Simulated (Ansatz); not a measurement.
# H₇O₃ScSi₂: how energies converge with the basis set

An exercise on one series of results from a longer session: the logs are not shown, and one member is left open.

Program: Ansatz 0.2.0, Gaussian basis. Level of theory: one geometry, several basis sets. These are calculated values, not measurements.

Levels to be run: PBE0-D4/def2-SVP; ωB97M-V/def2-SVP; PBE0-D4/def2-QZVPP; ωB97M-V/def2-QZVPP; the functionals' def2-TZVPP values are taken from earlier runs.

## The geometry

All runs share one geometry, relaxed beforehand with PBE0-D4 in a triple-zeta def2 set.

SMILES `[OH][Sc]([O][SiH3])[O][SiH3]`, 13 atoms, charge 0, spin multiplicity 1.

Atoms are counted from 1 here; the program's logs count them from 0.

Bond lengths: O1–Sc2 1.858 Å, O1–H7 0.952 Å, Sc2–O3 1.895 Å, Sc2–O5 1.895 Å, O3–Si4 1.627 Å, Si4–H8 1.489 Å, Si4–H9 1.490 Å, Si4–H10 1.490 Å, O5–Si6 1.627 Å, Si6–H11 1.490 Å, Si6–H12 1.489 Å, Si6–H13 1.490 Å. Angles: Sc2–O1–H7 179.0°, O1–Sc2–O3 120.8°, O1–Sc2–O5 120.7°, O3–Sc2–O5 118.5°, Sc2–O3–Si4 179.6°, O3–Si4–H8 110.6°, O3–Si4–H9 110.8°, O3–Si4–H10 110.4°, H8–Si4–H9 108.3°, H8–Si4–H10 108.3°, H9–Si4–H10 108.3°, Sc2–O5–Si6 179.3°, O5–Si6–H11 110.5°, O5–Si6–H12 110.8°, O5–Si6–H13 110.6°, H11–Si6–H12 108.3°, H11–Si6–H13 108.4°, H12–Si6–H13 108.2°.

Coordinates:

| atom | x (Å) | y (Å) | z (Å) |
| --- | --- | --- | --- |
| O1 | -0.2391 | 2.5809 | -1.2340 |
| Sc2 | -0.0882 | 0.9120 | -0.4306 |
| O3 | -1.5056 | -0.3418 | -0.5264 |
| Si4 | -2.7230 | -1.4174 | -0.6199 |
| O5 | 1.4897 | 0.4251 | 0.4988 |
| Si6 | 2.8543 | 0.0231 | 1.2887 |
| H7 | -0.3308 | 3.4316 | -1.6520 |
| H8 | -2.9397 | -2.0802 | 0.6962 |
| H9 | -3.9917 | -0.7473 | -1.0201 |
| H10 | -2.4107 | -2.4683 | -1.6283 |
| H11 | 3.9899 | -0.1071 | 0.3335 |
| H12 | 2.6914 | -1.2754 | 1.9996 |
| H13 | 3.2035 | 1.0650 | 2.2945 |

The first run:

Contents of in.yaml:

```yaml
crystal:
  periodic: [false, false, false]
  atoms:
    - {symbol: O, position_ang: [-0.239131, 2.580864, -1.233992]}
    - {symbol: Sc, position_ang: [-0.088238, 0.911954, -0.430611]}
    - {symbol: O, position_ang: [-1.505568, -0.341829, -0.526361]}
    - {symbol: Si, position_ang: [-2.723005, -1.417433, -0.619890]}
    - {symbol: O, position_ang: [1.489687, 0.425092, 0.498799]}
    - {symbol: Si, position_ang: [2.854304, 0.023132, 1.288706]}
    - {symbol: H, position_ang: [-0.330786, 3.431564, -1.651963]}
    - {symbol: H, position_ang: [-2.939664, -2.080157, 0.696156]}
    - {symbol: H, position_ang: [-3.991700, -0.747334, -1.020071]}
    - {symbol: H, position_ang: [-2.410691, -2.468269, -1.628319]}
    - {symbol: H, position_ang: [3.989883, -0.107146, 0.333486]}
    - {symbol: H, position_ang: [2.691426, -1.275403, 1.999564]}
    - {symbol: H, position_ang: [3.203462, 1.064964, 2.294497]}
basis:
  gaussian: {orbitals: def2-SVP}
hamiltonian: {xc: pbe0, dispersion: d4}
output: {orbitals: {seedname: orbitals}}
```

Launch:

```sh
> ansatz run in.yaml --threads 4 --pin off --events-out ev --progress --plain --max-ram 11315MiB
```

Among the steps run: PBE0-D4 in def2-SVP; ωB97M-V in def2-SVP; PBE0-D4 in def2-QZVPP; ωB97M-V in def2-QZVPP.

One table of the session follows, with a row left open; its other results are not shown here.

It belongs to the step «Density functionals: the series». 

```
functional       basis  HOMO (eV)  LUMO (eV)
   PBE0-D4    def2-SVP      -8.13      -1.76
   PBE0-D4  def2-TZVPP      -8.32      -1.94
   PBE0-D4  def2-QZVPP          ?          ?
   ωB97M-V    def2-SVP     -10.39      -0.28
   ωB97M-V  def2-TZVPP     -10.62      -0.47
   ωB97M-V  def2-QZVPP     -10.63      -0.50
```

Estimate the missing values for PBE0-D4, def2-QZVPP.

The run gave: HOMO (eV): -8.33; LUMO (eV): -1.94. In the column «HOMO (eV)» it lies between ωB97M-V, def2-SVP (-10.39) and PBE0-D4, def2-TZVPP (-8.32).
